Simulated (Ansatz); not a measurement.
CsLiCr2Te2S3:

```
Cs Li Cr Te S
1.0
     3.60358    0.00000    0.00000
    -1.80179    3.12079    0.00000
     0.00000    0.00000   19.06651
Cs Li Cr Te S
1 1 2 2 3
Direct
  0.00000 0.00000 0.37399
  0.66667 0.33333 0.01607
  0.00000 0.00000 0.86637
  0.33333 0.66667 0.16833
  0.33333 0.66667 0.53891
  0.66667 0.33333 0.77276
  0.00000 0.00000 0.10030
  0.33333 0.66667 0.92920
  0.66667 0.33333 0.23408
```

The cell was built by a generator and needn't be a form met in nature.

Base run:

```yaml
Program: Ansatz 0.2.0
Functional: LDA
Potentials_or_basis: all-electron LAPW, scalar-relativistic
Cutoff: 238 eV
Density_cutoff: 952 eV
Basis_error_allowed: 0.002 eV/atom
k_mesh: 6 × 6 × 2
Occupations: fermi-dirac, width 0.05 eV
Spin: collinear spin, ferromagnetic start
Starting_moments: "[0.0, 0.0, 3.0, 3.0, 0.0, 0.0, 0.0, 0.0, 0.0] μB"
```

Its results: pressure -4.9 GPa; net moment 5.58 μB per cell; site moments Cs +0.00; Li -0.01; Cr +2.74, +2.94; Te -0.01, -0.18; S -0.04, -0.05 μB; largest force 0.647 eV/Å.

Q: The run is repeated on the same cell with these changes: functional from LDA to RPBE. What comes out?

A: Pressure 2.1 GPa; net moment 5.69 μB per cell; site moments Cs +0.00; Li -0.01; Cr +2.87, +2.99; Te -0.01, -0.18; S -0.05, -0.06 μB; largest force 0.140 eV/Å.

RPBE binds less tightly than LDA, so the same cell stands under more pressure.

Caveats: the k mesh is thin for a metal, which can move the energy by tens of meV per atom; only a ferromagnetic start was run, and an antiferromagnetic order may lie lower in energy.

Not every run made on this cell is shown here.
